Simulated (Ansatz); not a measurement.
**C₂H₆F₂OSi: up Jacob's ladder to CCSD(T)**

An exercise on one series of results from a longer session: the logs are not shown, and one member is left open.

Computed with Ansatz 0.2.0, Gaussian basis. Level: functionals in def2-TZVPP, the program's frozen cores in correlated methods.

Plan: LDA (SPW92), PBE-D4, revPBE-D4, BLYP-D4, r2SCAN-D4, B97M-V, PBE0-D4, B3LYP-D4, r2SCANh-D4, r2SCAN0-D4, HSE06-D4, BHLYP-D4, CAM-B3LYP-D4, LC-ωPBE, ωB97X-V, ωB97M-V, B2PLYP, PBE-QIDH; CCSD(T)/def2-SVP; CCSD(T)/def2-TZVPP; MP2/def2-QZVPP; extrapolation to the limit; RPA on PBE.

### The relaxed structure

The geometry comes from an earlier relaxation with PBE0-D4 in a triple-zeta def2 set; it is a stationary point, not always the lowest conformer.

SMILES `C[Si](F)(F)CO`, 12 atoms, charge 0, spin multiplicity 1.

Atoms are counted from 1 here; the program's logs count them from 0.

Bond lengths: C1–Si2 1.840 Å, C1–H7 1.092 Å, C1–H8 1.092 Å, C1–H9 1.092 Å, Si2–F3 1.600 Å, Si2–F4 1.594 Å, Si2–C5 1.869 Å, C5–O6 1.427 Å, C5–H10 1.094 Å, C5–H11 1.099 Å, O6–H12 0.961 Å. Angles: Si2–C1–H7 110.9°, Si2–C1–H8 110.8°, Si2–C1–H9 110.0°, H7–C1–H8 108.3°, H7–C1–H9 108.5°, H8–C1–H9 108.2°, C1–Si2–F3 109.0°, C1–Si2–F4 110.1°, C1–Si2–C5 115.5°, F3–Si2–F4 106.6°, F3–Si2–C5 105.6°, F4–Si2–C5 109.7°, Si2–C5–O6 109.8°, Si2–C5–H10 110.6°, Si2–C5–H11 111.6°, O6–C5–H10 106.5°, O6–C5–H11 112.0°, H10–C5–H11 106.2° and more.

Set-up of the first run:

in.yaml

```yaml
crystal:
  periodic: [false, false, false]
  atoms:
    - {symbol: C, position_ang: [-1.555247, -0.440097, 0.648175]}
    - {symbol: Si, position_ang: [0.151364, -0.747981, 0.032314]}
    - {symbol: F, position_ang: [1.114418, -1.017935, 1.280948]}
    - {symbol: F, position_ang: [0.182306, -2.068910, -0.859455]}
    - {symbol: C, position_ang: [0.933221, 0.664630, -0.909360]}
    - {symbol: O, position_ang: [1.111409, 1.783540, -0.042459]}
    - {symbol: H, position_ang: [-1.883963, -1.247759, 1.305804]}
    - {symbol: H, position_ang: [-2.259740, -0.365875, -0.183467]}
    - {symbol: H, position_ang: [-1.587125, 0.497667, 1.207504]}
    - {symbol: H, position_ang: [0.276564, 0.999717, -1.717129]}
    - {symbol: H, position_ang: [1.875155, 0.360138, -1.386023]}
    - {symbol: H, position_ang: [1.718636, 1.527763, 0.657246]}
basis:
  gaussian: {orbitals: def2-TZVPP}
hamiltonian: {xc: lda}
output: {orbitals: {seedname: orbitals}}
```

Steps of the session up to this table: LDA; PBE-D4 (GGA); revPBE-D4 (GGA); BLYP-D4 (GGA); r2SCAN-D4 (meta-GGA); B97M-V (meta-GGA); PBE0-D4 (hybrid); B3LYP-D4 (hybrid); r2SCANh-D4 (hybrid); r2SCAN0-D4 (hybrid); HSE06-D4 (hybrid); BHLYP-D4 (hybrid); CAM-B3LYP-D4 (range-separated); LC-ωPBE (range-separated); ωB97X-V (range-separated); ωB97M-V (range-separated); B2PLYP (double hybrid); PBE-QIDH (double hybrid).

One table of the session follows, with a row left open; its other results are not shown here.

It belongs to the step «Orbital energies across the functionals». 

```
  functional  HOMO (eV)  LUMO (eV)  gap (eV)
 LDA (SPW92)      -6.33      -0.58      5.75
      PBE-D4      -6.17      -0.32      5.84
   revPBE-D4      -6.10      -0.20      5.90
     BLYP-D4      -6.10      -0.29      5.80
   r2SCAN-D4      -6.49       0.21      6.70
      B97M-V      -6.61      -0.04      6.57
     PBE0-D4      -7.74       0.61      8.35
    B3LYP-D4      -7.52       0.28      7.80
  r2SCANh-D4      -7.08       0.52      7.60
  r2SCAN0-D4      -7.96       0.97      8.93
    HSE06-D4      -7.33       0.24      7.57
    BHLYP-D4      -9.26       1.35     10.61
CAM-B3LYP-D4          ?          ?         ?
     LC-ωPBE     -10.53       2.84     13.36
     ωB97X-V     -10.20       2.62     12.81
     ωB97M-V     -10.09       2.20     12.30
```

**Question.** Estimate the row for CAM-B3LYP-D4.

The run gave: HOMO (eV): -9.22; LUMO (eV): 1.47; gap (eV): 10.69. In the column «HOMO (eV)» it lies between BHLYP-D4 (-9.26) and r2SCAN0-D4 (-7.96).
